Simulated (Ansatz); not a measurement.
ClGeH₂, SMILES [Cl][GeH2], vertical and adiabatic energies of changing the electron count

Run with the Ansatz DFT code, driven from Python.

The script, `clgeh2.py`:
```python
'''How ClGeH2 relaxes after losing an electron.'''

import itertools

import ansatz
from ase.data import atomic_numbers, covalent_radii
import numpy as np


def main() -> None:
    molecule = (
        ansatz.Crystal.molecule()
        .atom('Cl', [-1.51748, 0.32323, 0.96962])
        .atom('Ge', [0.06409, -0.57345, -0.13719])
        .atom('H', [0.0977, 0.30426, -1.46116])
        .atom('H', [1.35568, -0.05403, 0.62873])
    )

    base = (
        molecule.calculation()
        .basis(gaussian='def2-TZVP')
        .functional('r2SCAN')
        .spin('collinear', total=1)
        .accuracy('medium')
    )
    symbols = [site.symbol for site in molecule.cartesian_sites]
    start = np.array([site.position_ang for site in molecule.cartesian_sites], dtype=float)
    r = base.relax(force_tolerance=0.01, max_steps=100).run(threads=1, backend='cpu').report
    end = np.array(r['positions_ang'])

    minimum = ansatz.Crystal.molecule()
    for symbol, place in zip(symbols, end):
        minimum = minimum.atom(symbol, place.tolist())
    ion = (
        minimum.calculation()
        .basis(gaussian='def2-TZVP')
        .functional('r2SCAN')
        .accuracy('medium')
        .charge(1)
    )
    vertical = ion.run(threads=1, backend='cpu').report
    settled = ion.relax(force_tolerance=0.01, max_steps=80).run(threads=1, backend='cpu').report
    print(f'vertical ionisation energy   {vertical["free_energy_ev"] - r["free_energy_ev"]:.3f} eV')
    print(f'adiabatic, no zero point     {settled["free_energy_ev"] - r["free_energy_ev"]:.3f} eV')
    print(f'relaxation energy of the ion {vertical["free_energy_ev"] - settled["free_energy_ev"]:.3f} eV')
    ionised = np.array(settled['positions_ang'])
    # pairs closer than 1.2 times the sum of covalent radii, before or after
    radius = [covalent_radii[atomic_numbers[s]] for s in symbols]
    span = lambda where, i, j: np.linalg.norm(where[i] - where[j])
    bonded = [(i, j) for i, j in itertools.combinations(range(len(symbols)), 2) if min(span(end, i, j), span(ionised, i, j)) < 1.2 * (radius[i] + radius[j])]
    print('pair        before    after (A)')
    for i, j in bonded:
        print(f'{symbols[i]}{i}-{symbols[j]}{j}'.ljust(10), f'{span(end, i, j):8.4f} {span(ionised, i, j):8.4f}')
    for first, second in list(itertools.combinations(bonded, 2)):
        shared = set(first) & set(second)
        if shared and symbols[(j := shared.pop())] != 'H':
            i, k = sorted((set(first) | set(second)) - {j})
            u, v = ionised[i] - ionised[j], ionised[k] - ionised[j]
            angle = np.degrees(np.arccos(np.clip(u @ v / np.linalg.norm(u) / np.linalg.norm(v), -1, 1)))
            print(f'final angle {symbols[i]}{i}-{symbols[j]}{j}-{symbols[k]}{k}: {angle:.2f} deg')


if __name__ == '__main__':
    main()
```

```console
$ python clgeh2.py
vertical ionisation energy   9.058 eV
adiabatic, no zero point     8.086 eV
relaxation energy of the ion 0.972 eV
pair        before    after (A)
Cl0-Ge1      2.1583   2.0452
Ge1-H2       1.5438   1.5196
Ge1-H3       1.5438   1.5196
final angle Cl0-Ge1-H2: 116.28 deg
final angle Cl0-Ge1-H3: 116.28 deg
final angle H2-Ge1-H3: 127.44 deg
```

Caveats:
- These settings explore the input space; basis and method may be short of convergence.
- The energies are electronic: no zero-point or thermal terms, and the basis set is short of its limit. The product may relax into another structure. Each relaxation finds its nearest minimum, which needn't be the lowest.
- The run takes the species as open-shell (spin multiplicity 2), which needn't be its ground state.
- Only the spin states typed were run; another state of an ion can lie lower, by up to an eV or two.
- Run time: 72 s on 1 thread of Arm Neoverse V1, on a shared host, peak memory 0.27 GiB.
